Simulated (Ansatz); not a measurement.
# C4H6Se: the cost of one run

Computed with Ansatz 0.2.0. Level: RKS SPW92 (LDA)/def2-SVP.

## (1) Where the work starts

SMILES `C1=C[Se]CC1`, 11 atoms, charge 0, spin multiplicity 1.

Atoms are counted from 1 here; the program's logs count them from 0.

Bond lengths: C1–C2 1.349 Å, C1–C5 1.511 Å, C1–H6 1.102 Å, C2–Se3 1.910 Å, C2–H7 1.100 Å, Se3–C4 1.992 Å, C4–C5 1.537 Å, C4–H8 1.106 Å, C4–H9 1.108 Å, C5–H10 1.117 Å, C5–H11 1.111 Å. Angles: C2–C1–C5 116.3°, C2–C1–H6 122.2°, C5–C1–H6 121.4°, C1–C2–Se3 114.7°, C1–C2–H7 126.1°, Se3–C2–H7 119.2°, C2–Se3–C4 86.0°, Se3–C4–C5 106.6°, Se3–C4–H8 109.1°, Se3–C4–H9 106.8°, C5–C4–H8 113.6°, C5–C4–H9 111.6°, H8–C4–H9 108.9°, C1–C5–C4 108.7°, C1–C5–H10 108.9°, C1–C5–H11 112.4°, C4–C5–H10 110.4°, C4–C5–H11 110.4° and more.

Coordinates:

| atom | x (Å) | y (Å) | z (Å) |
| --- | --- | --- | --- |
| C1 | 0.3154 | 1.0375 | -0.4303 |
| C2 | 1.3337 | 0.8010 | 0.4222 |
| Se3 | 1.2929 | -0.9159 | 1.2573 |
| C4 | -0.5602 | -1.0653 | 0.5406 |
| C5 | -0.6471 | -0.1057 | -0.6563 |
| H6 | 0.2318 | 1.9782 | -0.9974 |
| H7 | 2.1639 | 1.4864 | 0.6463 |
| H8 | -0.7616 | -2.1205 | 0.2766 |
| H9 | -1.2446 | -0.7623 | 1.3580 |
| H10 | -0.3665 | -0.6333 | -1.5996 |
| H11 | -1.6925 | 0.2431 | -0.7968 |

This geometry comes from a loose relaxation at PBE in a small basis, which is not shown.

## (3) Plan of the scan

- ring dihedral C2–Se3–C4–C5: 13 values from −45.0 to 45.0 °
- ring dihedral C4–C5–C1–C2: 13 values from −45.0 to 45.0 °

Relaxed at each point: all other coordinates. Energies count from the relaxed molecule at the same level. Points are written as (first, second).

(The set-up runs are not shown.)

## (4) Point (7.5°, −37.5°)

input.yaml

```yaml
crystal:
  periodic: [false, false, false]
  atoms:
    - { symbol: C, position_ang: [0.533239, 0.821961, -0.671696] }
    - { symbol: C, position_ang: [1.22337, 0.868777, 0.478918] }
    - { symbol: Se, position_ang: [1.253267, -0.836737, 1.283763] }
    - { symbol: C, position_ang: [-0.484827, -1.144233, 0.422075] }
    - { symbol: C, position_ang: [-0.728065, 0.036029, -0.499338] }
    - { symbol: H, position_ang: [0.513439, 1.702211, -1.340834] }
    - { symbol: H, position_ang: [2.095803, 1.517283, 0.673581] }
    - { symbol: H, position_ang: [-0.427728, -2.121804, -0.099675] }
    - { symbol: H, position_ang: [-1.255123, -1.227561, 1.213819] }
    - { symbol: H, position_ang: [-1.090956, -0.3505, -1.481149] }
    - { symbol: H, position_ang: [-1.552241, 0.688564, -0.127786] }
basis:
  gaussian: { orbitals: def2-SVP }
hamiltonian:
  xc: lda
output:
  forces: true
relax:
  f_tol: 0.02
  max_steps: 50
  escape_saddle: false
  constraints: [{ sites: [1, 2, 3, 4] }, { sites: [3, 4, 0, 1] }]
scf:
  lower_state_search: "off"
```

Command:

```bash
$ ansatz run input.yaml --threads 1 --pin off --max-ram 2560MiB --backend cpu --events-out ev --progress --plain --runs-dir out
```

**Question.** How long does this run take on 1 thread of Arm Neoverse V2, shared host, and how much memory does it need?

About 7.3 s, with a peak of 0.15 GiB.
